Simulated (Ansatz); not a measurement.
# CH3BFNO: a ladder of functionals and wavefunction methods

The task here is to estimate one member of a computed series from the others.

The runs use Ansatz 0.2.0, Gaussian basis; functionals in def2-TZVPP, the program's frozen cores in correlated methods.

Levels to be run: LDA (SPW92), PBE-D4, revPBE-D4, BLYP-D4, r2SCAN-D4, B97M-V, PBE0-D4, B3LYP-D4, r2SCANh-D4, r2SCAN0-D4, HSE06-D4, BHLYP-D4, CAM-B3LYP-D4, LC-ωPBE, ωB97X-V, ωB97M-V, B2PLYP, PBE-QIDH; CCSD(T)/def2-SVP; CCSD(T)/def2-TZVPP; MP2/def2-QZVPP; extrapolation to the limit; RPA on PBE.

### The geometry

The geometry comes from an earlier relaxation with PBE0-D4 in a triple-zeta def2 set; it is a stationary point, not always the lowest conformer.

SMILES `FB1NCO1`, 8 atoms, charge 0, spin multiplicity 1.

Atoms are counted from 1 here; the program's logs count them from 0.

Bond lengths: F1–B2 1.314 Å, B2–N3 1.414 Å, B2–O5 1.387 Å, N3–C4 1.452 Å, N3–H6 1.002 Å, C4–O5 1.440 Å, C4–H7 1.093 Å, C4–H8 1.094 Å. Angles: F1–B2–N3 135.3°, F1–B2–O5 128.2°, N3–B2–O5 96.5°, B2–N3–C4 84.7°, B2–N3–H6 139.1°, C4–N3–H6 127.0°, N3–C4–O5 92.5°, N3–C4–H7 114.8°, N3–C4–H8 115.2°, O5–C4–H7 110.8°, O5–C4–H8 111.0°, H7–C4–H8 111.2°, B2–O5–C4 86.1°.

The first run:

in.yaml reads:

```yaml
crystal:
  periodic: [false, false, false]
  atoms:
    - {symbol: F, position_ang: [1.570023, -0.045085, 1.827675]}
    - {symbol: B, position_ang: [0.748199, -0.112883, 0.804567]}
    - {symbol: N, position_ang: [-0.483324, 0.491654, 0.463282]}
    - {symbol: C, position_ang: [-0.346424, -0.245377, -0.780818]}
    - {symbol: O, position_ang: [0.861332, -0.892549, -0.336951]}
    - {symbol: H, position_ang: [-0.964209, 1.359425, 0.600501]}
    - {symbol: H, position_ang: [-1.134685, -0.979653, -0.966977]}
    - {symbol: H, position_ang: [-0.158811, 0.367267, -1.666979]}
basis:
  gaussian: {orbitals: def2-TZVPP}
hamiltonian: {xc: lda}
output: {orbitals: {seedname: orbitals}}
```

Command:

```bash
ansatz run in.yaml --threads 2 --pin off --events-out ev --progress --plain --max-ram 4352MiB
```

Steps of the session up to this table: LDA; PBE-D4 (GGA); revPBE-D4 (GGA); BLYP-D4 (GGA); r2SCAN-D4 (meta-GGA); B97M-V (meta-GGA); B3LYP-D4 (hybrid); r2SCANh-D4 (hybrid); r2SCAN0-D4 (hybrid); HSE06-D4 (hybrid); BHLYP-D4 (hybrid); CAM-B3LYP-D4 (range-separated); LC-ωPBE (range-separated); ωB97X-V (range-separated); ωB97M-V (range-separated); B2PLYP (double hybrid); PBE-QIDH (double hybrid).

One table of the session follows, with a row left open; its other results are not shown here.

It belongs to the step «Orbital energies across the functionals». 

| functional | HOMO (eV) | LUMO (eV) | gap (eV) |
| --- | --- | --- | --- |
| LDA (SPW92) | -6.65 | 0.05 | 6.71 |
| PBE-D4 | -6.46 | 0.14 | 6.60 |
| revPBE-D4 | -6.39 | 0.17 | 6.56 |
| BLYP-D4 | -6.35 | 0.08 | 6.43 |
| r2SCAN-D4 | -6.76 | 0.93 | 7.69 |
| B97M-V | -6.85 | 0.38 | 7.23 |
| PBE0-D4 | -7.95 | 0.91 | 8.86 |
| B3LYP-D4 | -7.70 | 0.54 | 8.25 |
| r2SCANh-D4 | -7.32 | 1.13 | 8.45 |
| r2SCAN0-D4 | -8.16 | 1.42 | 9.58 |
| HSE06-D4 | -7.54 | 0.55 | 8.09 |
| BHLYP-D4 | -9.35 | 1.40 | 10.75 |
| CAM-B3LYP-D4 | -9.41 | 1.57 | 10.98 |
| LC-ωPBE | -10.81 | 2.83 | 13.64 |
| ωB97X-V | ? | ? | ? |
| ωB97M-V | -10.32 | 2.11 | 12.43 |

**Question.** Estimate the row for ωB97X-V.

**Answer.** HOMO (eV): -10.42; LUMO (eV): 2.66; gap (eV): 13.08. In the column «HOMO (eV)» it lies between LC-ωPBE (-10.81) and ωB97M-V (-10.32).
